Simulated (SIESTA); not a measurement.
The system is RuN2.

```
Ru N
1.0
     4.11322    0.00000    0.00000
     0.00000    4.93130    0.00000
     0.00000    0.00000    2.71709
Ru N
2 4
Direct
  0.50000 0.50000 0.50000
  0.00000 0.00000 0.00000
  0.87939 0.59116 0.00000
  0.62061 0.09116 0.50000
  0.12061 0.40884 0.00000
  0.37939 0.90884 0.50000
```

The cell comes from a database or a generator and needn't be the stable form of this composition.

| Quantity | Value |
| --- | --- |
| Program | SIESTA 5.4.2 |
| Task | single point |
| Functional | PBEsol |
| Potentials or basis | PseudoDojo 0.4 standard (PBEsol files) |
| Basis | DZP (energy shift 0.003 Ry; two zetas on semicore shells) |
| Grid cutoff | 800 Ry |
| Energy shift | 0.003 Ry |
| k mesh | 7 × 6 × 10 |
| Occupations | fermi-dirac, width 0.05 eV |
| Spin | no spin polarisation |

On this cell: pressure -6.0 GPa; largest force 0.861 eV/Å; band gap on the k mesh none (metal or under the smearing width).

The same run follows on a disturbed copy (atoms moved at random, drawn with an rms of 0.05 Å):

```xyz
6
Lattice="4.1132 0.0000 0.0000 0.0000 4.9313 0.0000 0.0000 0.0000 2.7171" Properties=species:S:1:pos:R:3 pbc="T T T"
Ru    2.0664    2.4254    1.3471
Ru   -0.0042   -0.0846   -0.0073
N     3.6038    2.9656   -0.0382
N     2.5162    0.5045    1.3116
N     0.5124    2.0068    0.0385
N     1.5687    4.4998    1.3644
```

Question: What changes?

Answer: The energy (extrapolated to zero smearing) moves by +36.8 meV/atom; pressure -5.5 GPa; largest force 2.322 eV/Å; band gap on the k mesh none (metal or under the smearing width).

Forces in eV/Å, atoms in the order of the input:
```
Ru  -0.400  1.169  0.099
Ru  -0.063  2.321  0.030
N    0.476 -1.740  0.452
N    1.328 -0.668  0.283
N   -0.181 -0.128 -0.580
N   -1.159 -0.952 -0.284
```

Stress tensor (GPa, compression positive):
```
-6.77  3.61  0.43
 3.61 -4.11  0.88
 0.43  0.88 -5.52
```

Caveats: the basis of atomic orbitals isn't converged, which shifts pressures, moduli and gaps.
